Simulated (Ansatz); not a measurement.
# ScCd: how the settings move a relaxation

How sensitive is a relaxation of ScCd to its settings? A reference run comes first, then one run with altered input.

Computed with Ansatz 0.2.0 (reference: DFT, PBEsol, PAW with Ansatz's default frozen-core files, scalar-relativistic; relaxation of cell and atoms, unless a step's input says otherwise).

1 further run of the same task is left out (it didn't finish).

## (1) The structure to begin with

It takes space group Pm-3m (No. 221, cubic). Conventional cell: a = 3.526 Å, b = 3.526 Å, c = 3.526 Å, α = 90.00°, β = 90.00°, γ = 90.00°. Sc (site symmetry m-3m) has 8 Cd at 3.05 Å as nearest neighbours. Cd (site symmetry m-3m) has 8 Sc at 3.05 Å as nearest neighbours.

Structure file:

```
CELL_PARAMETERS angstrom
3.52626 0.00000 0.00000
0.00000 3.52626 0.00000
0.00000 0.00000 3.52626
ATOMIC_POSITIONS crystal
Sc 0.50000 0.50000 0.50000
Cd 0.00000 0.00000 0.00000
```

## (2) Reference

Contents of input.yaml:

```yaml
crystal:
  lattice:
    - [3.52625559, 0.0, 0.0]
    - [0.0, 3.52625559, 0.0]
    - [0.0, 0.0, 3.52625559]
  atoms:
    - { symbol: Sc, position: [0.5, 0.5, 0.5] }
    - { symbol: Cd, position: [0.0, 0.0, 0.0] }
kpoints:
  mp_grid: { grid: [10, 10, 10] }
scf:
  occupations: { method: fermi_dirac, width: 0.08 }
hamiltonian:
  xc: pbesol
  pseudopotentials: { kind: paw }
relax:
  f_tol: 0.002
  max_steps: 80
  cell: {}
output:
  forces: true
  stress: true
```

Launch:

```sh
> ansatz run input.yaml --threads 1 --pin off --max-ram 3072MiB --backend cpu --events-out ev --progress --plain --runs-dir out
```

## (3) Variant: mixing.algorithm msr1, mixing.beta 0.7, ecutwfc 29.4 Ry

Edit input.yaml of step 2 so:

```diff
@@ -12,2 +12,3 @@
   occupations: { method: fermi_dirac, width: 0.08 }
+  mixing: { algorithm: msr1, beta: 0.7 }
 hamiltonian:
@@ -22 +23,3 @@
   stress: true
+basis:
+  ecutwfc: "29.4 Ry"
```

Q: Predict the outcome of this session. Wanted: for each run, ending; energy change; pressure; gap; force.

**Answer**, as computed:

```
                                                       run     ending  energy change  pressure (GPa)  gap (eV)  force (eV/Å)  cycles   time
                                                 reference  converged              0             0.0      0.00          0.00      26  7.2 s
1: mixing.algorithm msr1, mixing.beta 0.7, ecutwfc 29.4 Ry  converged  +0.2 meV/atom             0.0      0.00          0.00      26    7 s
```

What this shows: Changing the mixing and cutoff hardly moves the energy: +0.2 meV/atom. Run 1 ran under the cutoff that the potentials recommend, as the log warns, so basis error is mixed into its values.
